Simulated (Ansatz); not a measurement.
# C₄H₉ClFGa: vertical ionisation energy

Aim: the vertical ionisation energy of C₄H₉ClFGa, as cation minus neutral at the neutral's geometry, on several levels, and how well −ε(HOMO) stands in for it.

The runs use Ansatz 0.2.0, Gaussian basis; unrestricted cation, the program's frozen cores in correlated methods.

Plan: UKS PBE-D4/def2-TZVPP; UKS r2SCAN-D4/def2-TZVPP; UKS PBE0-D4/def2-TZVPP; UKS B3LYP-D4/def2-TZVPP; UKS wB97X-V/def2-TZVPP; UKS wB97M-V/def2-TZVPP; UKS B2PLYP/def2-TZVPP; UHF-CCSD(T)/def2-TZVPP; UHF-MP2/def2-QZVPP; extrapolation to the limit; then −ε(HOMO) from the neutral's earlier runs with LDA (SPW92), PBE-D4, revPBE-D4, BLYP-D4, r2SCAN-D4, B97M-V, PBE0-D4, B3LYP-D4, r2SCANh-D4, r2SCAN0-D4, HSE06-D4, BHLYP-D4, CAM-B3LYP-D4, LC-ωPBE, ωB97X-V, ωB97M-V.

## (1) The geometry

All runs share one geometry, relaxed beforehand with PBE0-D4 in a triple-zeta def2 set.

16 atoms, charge 0, spin multiplicity 1.

Atoms are counted from 1 here; the program's logs count them from 0.

Bond lengths: C1–C2 1.526 Å, C1–H8 1.098 Å, C1–H9 1.093 Å, C1–H10 1.093 Å, C2–C3 1.522 Å, C2–C4 1.527 Å, C2–Ga5 1.979 Å, C3–H11 1.093 Å, C3–H12 1.097 Å, C3–H13 1.093 Å, C4–H14 1.094 Å, C4–H15 1.098 Å, C4–H16 1.093 Å, Ga5–F6 1.756 Å, Ga5–Cl7 2.140 Å. Angles: C2–C1–H8 109.3°, C2–C1–H9 112.2°, C2–C1–H10 112.3°, H8–C1–H9 107.6°, H8–C1–H10 107.2°, H9–C1–H10 108.1°, C1–C2–C3 110.7°, C1–C2–C4 109.8°, C1–C2–Ga5 108.1°, C3–C2–C4 110.5°, C3–C2–Ga5 110.1°, C4–C2–Ga5 107.6°, C2–C3–H11 112.2°, C2–C3–H12 109.5°, C2–C3–H13 112.2°, H11–C3–H12 107.6°, H11–C3–H13 107.6°, H12–C3–H13 107.5° and more.

## (2) Cation, UKS PBE-D4/def2-TZVPP

Contents of in.yaml:

```yaml
crystal:
  periodic: [false, false, false]
  atoms:
    - {symbol: C, position_ang: [0.467489, 0.604587, 1.348249]}
    - {symbol: C, position_ang: [0.016103, -0.044025, 0.042311]}
    - {symbol: C, position_ang: [1.067725, -1.021531, -0.464016]}
    - {symbol: C, position_ang: [-1.318378, -0.756775, 0.252415]}
    - {symbol: Ga, position_ang: [-0.274277, 1.390975, -1.289140]}
    - {symbol: F, position_ang: [-1.320726, 2.752629, -0.923415]}
    - {symbol: Cl, position_ang: [0.552250, 1.517698, -3.259261]}
    - {symbol: H, position_ang: [0.583658, -0.169932, 2.117309]}
    - {symbol: H, position_ang: [-0.258581, 1.331771, 1.719739]}
    - {symbol: H, position_ang: [1.432723, 1.108649, 1.248547]}
    - {symbol: H, position_ang: [0.774117, -1.492582, -1.405185]}
    - {symbol: H, position_ang: [1.212257, -1.819334, 0.275498]}
    - {symbol: H, position_ang: [2.036000, -0.540457, -0.622607]}
    - {symbol: H, position_ang: [-1.673662, -1.249369, -0.657008]}
    - {symbol: H, position_ang: [-1.196651, -1.535634, 1.016308]}
    - {symbol: H, position_ang: [-2.100056, -0.076640, 0.600266]}
basis:
  gaussian: {orbitals: def2-TZVPP}
total_charge: 1
magnetization: {spin_polarized: true, initial_magnetization: 1}
hamiltonian: {xc: pbe, dispersion: d4}
```

Run with:

```console
> ansatz run in.yaml --threads 2 --pin off --events-out ev --progress --plain --max-ram 22528MiB --backend cuda --devices 0, --max-vram 18GiB
```

After this run come: Cation, UKS r2SCAN-D4/def2-TZVPP; Cation, UKS PBE0-D4/def2-TZVPP; Cation, UKS B3LYP-D4/def2-TZVPP; Cation, UKS wB97X-V/def2-TZVPP; Cation, UKS wB97M-V/def2-TZVPP; Cation, UKS B2PLYP (frozen core)/def2-TZVPP; Cation, UHF-CCSD(T)/def2-TZVPP; Cation, UHF-MP2/def2-QZVPP.

**Question.** What will the summary of the whole plan be? Wanted: ionisation energy, CCSD(T)/CBS; nearest functional by difference; nearest −ε(HOMO); −ε(HOMO) of PBE; T1 of the cation.

As calculated:

```
                        quantity               value
  ionisation energy, CCSD(T)/CBS            10.27 eV
nearest functional by difference  ωB97X-V (-0.28 eV)
                nearest −ε(HOMO)  ωB97X-V (-0.03 eV)
                 −ε(HOMO) of PBE             6.81 eV
                T1 of the cation               0.017
```

What this shows: Energy differences with functionals land within 0.77 eV of the reference. −ε(HOMO) of PBE misses by 3.5 eV, since self-interaction lifts the level. Among orbital estimates ωB97X-V comes nearest. Hartree-Fock falls 1.02 eV short, as the neutral has more correlation energy than the cation. The cation may have settled in a state other than its lowest; no search over hole states beyond the program's own was made. Correlated methods include outer-core shells of Ga, which these sets cover unevenly. With outer-core shells in play the reference is unsure by up to some tenths of an eV, so close misses can't be ranked.
